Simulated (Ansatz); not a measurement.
# ZnF2 (SMILES [F][Zn][F]): one structure at several levels

An exercise on one series of results from a longer session: the logs are not shown, and one member is left open.

Method: single points in def2-TZVPP; program: Ansatz 0.2.0, Gaussian basis.

Correlated methods freeze the cores. The 3s and 3p shells of Cu and Zn are frozen; filled d shells are correlated.

### Where the work starts

3 atoms, charge 0, spin multiplicity 1.

Atoms are counted from 1 here; the program's logs count them from 0.

Bond lengths: F1–Zn2 1.672 Å, Zn2–F3 1.693 Å. Angles: F1–Zn2–F3 116.9°.

As a file:

```tsv
atom	x (Å)	y (Å)	z (Å)
F1	-1.2456	0.3692	-0.6593
Zn2	0.1985	0.5031	0.1724
F3	1.0519	-0.9305	0.4625
```

Set-up of the first run:

run/in.yaml reads:

```yaml
crystal:
  periodic: [false, false, false]
  atoms:
    - {symbol: F, position_ang: [-1.245600, 0.369200, -0.659300]}
    - {symbol: Zn, position_ang: [0.198500, 0.503100, 0.172400]}
    - {symbol: F, position_ang: [1.051900, -0.930500, 0.462500]}
basis:
  gaussian: {orbitals: def2-TZVPP}
correlation: {method: ccsd_t, frozen_orbitals: {F: 1, Zn: 9}}
output: {forces: true}
```

The command line of these runs was not kept.

Among the steps run: CCSD(T)/def2-TZVPP; PBE0-D4/def2-TZVPP; wB97M-V/def2-TZVPP; r2SCAN-D4/def2-TZVPP; PBE-D4/def2-TZVPP; SPW92/def2-TZVPP; HSE06-D4/def2-TZVPP.

One of the session's tables, all rows but one given; the rest of the session is left out.

```
   method  RMS force component (eV/Å)  angle to CCSD(T) forces (°)  dipole (D)
  CCSD(T)                       1.325                    reference        4.76
  PBE0-D4                       1.323                          0.1        4.47
  wB97M-V                       1.393                          2.1        4.52
r2SCAN-D4                       1.275                          1.6        4.20
   PBE-D4                       1.493                          4.6        3.88
    SPW92                       1.034                         11.5        3.87
 HSE06-D4                           ?                            ?           ?
```

Q: Estimate the row for HSE06-D4 from the others.

The run gave: RMS force component (eV/Å): 1.327; angle to CCSD(T) forces (°): 0.2; dipole (D): 4.47. In the column «RMS force component (eV/Å)» it lies between CCSD(T) (1.325) and wB97M-V (1.393).
